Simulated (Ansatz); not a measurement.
# GdIrSi3: the cost of one run

Program: Ansatz 0.2.0. Level of theory: DFT PBEsol, scalar-relativistic, plane waves, PAW. These are calculated values, not measurements.

1 further run of the same task is left out (set aside as unsound or not needed). Runs told in other sessions of the task aren't counted.

## 1. The structure to begin with

The cell holds 19 atoms (Gd4Ir4Si11): a = 5.888 Å, b = 5.888 Å, c = 9.765 Å, α = 90.00°, β = 90.00°, γ = 90.00°.

The coordinates of this cell stand in the input of its own run.

The host was relaxed before at PBEsol: a = 4.163 Å, b = 4.163 Å, c = 9.765 Å, α = 90.00°, β = 90.00°, γ = 90.00° (conventional cell), 16.927 Å³/atom.

Places, in fractions of the supercell: a vacancy on Si at (0.000, 0.000, 0.416). Its neighbours start displaced at random, with a spread of 0.03 Å in each coordinate.

## 2. The perfect crystal in the supercell of 20 atoms

File input.yaml:

```yaml
crystal:
  lattice:
    - [4.1634507675, -4.1634507675, 0.0]
    - [-4.1634507675, -4.1634507675, 0.0]
    - [0.0, 0.0, -9.765118496]
  atoms:
    - { symbol: Gd, position: [0.0, 0.5, 0.4982914894], spin: 7.57 }
    - { symbol: Gd, position: [0.5, 0.5, 0.9982914894], spin: 7.57 }
    - { symbol: Gd, position: [0.5, 1.0, 0.4982914894], spin: 7.57 }
    - { symbol: Gd, position: [0.0, 1.0, 0.9982914894], spin: 7.57 }
    - { symbol: Ir, position: [0.0, 0.0, 0.6534447305] }
    - { symbol: Ir, position: [0.5, 0.0, 0.1534447305] }
    - { symbol: Ir, position: [0.5, 0.5, 0.6534447305] }
    - { symbol: Ir, position: [0.0, 0.5, 0.1534447305] }
    - { symbol: Si, position: [0.0, 0.0, 0.4157851939] }
    - { symbol: Si, position: [0.5, 0.0, 0.9157851939] }
    - { symbol: Si, position: [0.5, 0.5, 0.4157851939] }
    - { symbol: Si, position: [0.0, 0.5, 0.9157851939] }
    - { symbol: Si, position: [0.25, 0.25, 0.2654767931] }
    - { symbol: Si, position: [0.75, 0.25, 0.7654767931] }
    - { symbol: Si, position: [0.75, 0.75, 0.2654767931] }
    - { symbol: Si, position: [0.25, 0.75, 0.7654767931] }
    - { symbol: Si, position: [0.75, 0.25, 0.2654767931] }
    - { symbol: Si, position: [0.25, 0.25, 0.7654767931] }
    - { symbol: Si, position: [0.25, 0.75, 0.2654767931] }
    - { symbol: Si, position: [0.75, 0.75, 0.7654767931] }
basis:
  ecutwfc: 420
  xc_grid: 2
kpoints:
  mp_grid: { grid: [4, 4, 2], shift: [0.5, 0.5, 0.5] }
hamiltonian:
  xc: pbesol
scf:
  occupations: { method: gaussian, width: 0.05 }
  lower_state_search: "off"
output:
  forces: true
  stress: true
  eigenvalues: true
  populations: true
  hubbard: { sites: [{ species: Gd, l: f }] }
  write_density: true
  write_potential: true
  elf: true
  volumetric_format: npy
magnetization:
  spin_polarized: true
```

Launch:

```
> ansatz run input.yaml --threads 8 --pin off --max-ram 14336MiB --backend cpu --events-out ev --progress --plain --runs-dir out
```

What time and memory should one allow on 8 threads of Intel Xeon 6975P-C (Granite Rapids), shared host?

About 5.2 s, with a peak of 1.6 GiB.
